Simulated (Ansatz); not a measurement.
# HfN: the cost of one run

Method: DFT PBE, scalar-relativistic, plane waves, PAW, in Ansatz 0.2.0.

2 further runs of the same task are left out: 2 set aside as unsound or not needed.

## 1. Starting point

The structure is cubic, space group Fm-3m (No. 225). The conventional cell has a = 4.549 Å, b = 4.549 Å, c = 4.549 Å, α = 90.00°, β = 90.00°, γ = 90.00°. Hf (site symmetry m-3m) is surrounded by 6 N at 2.27 Å. Around N (site symmetry m-3m) lie 6 Hf at 2.27 Å.

As a file:

```
Hf N
1.0
     0.00000    2.27436    2.27436
     2.27436    0.00000    2.27436
     2.27436    2.27436    0.00000
Hf N
1 1
Cartesian
  0.0000 0.0000 0.0000
  2.2744 2.2744 2.2744
```

This cell was relaxed beforehand with the same method: volume 11.76 Å³/atom, gap on the mesh none (metal).

## 2. Relaxing at 25 GPa

What is minimised here is the enthalpy; the energy can go up as the cell is squeezed.

Input file input.yaml:

```yaml
crystal:
  lattice:
    - [0.0, 2.2743602375, 2.2743602375]
    - [2.2743602375, 0.0, 2.2743602375]
    - [2.2743602375, 2.2743602375, 0.0]
  atoms:
    - { symbol: Hf, position: [0.0, 0.0, 0.0] }
    - { symbol: "N", position: [0.5, 0.5, 0.5] }
basis:
  ecutwfc: 420
kpoints:
  mp_grid: { grid: [16, 16, 16] }
hamiltonian:
  xc: pbe
scf:
  occupations: { method: fermi_dirac, width: 0.15 }
output:
  forces: true
  stress: true
  eigenvalues: true
relax:
  adjacent_minimum: "off"
  f_tol: 0.001
  max_steps: 60
  cell: { stress_tol: 0.02, p_target: 25.0 }
```

Launch:

```console
> ansatz run input.yaml --threads 1 --pin off --max-ram 3072MiB --backend cpu --events-out ev --progress --plain --runs-dir out
```

What time and memory should one allow on 1 thread of Intel Xeon Platinum 8488C (Sapphire Rapids), shared host?

About 24 s, with a peak of 0.42 GiB.
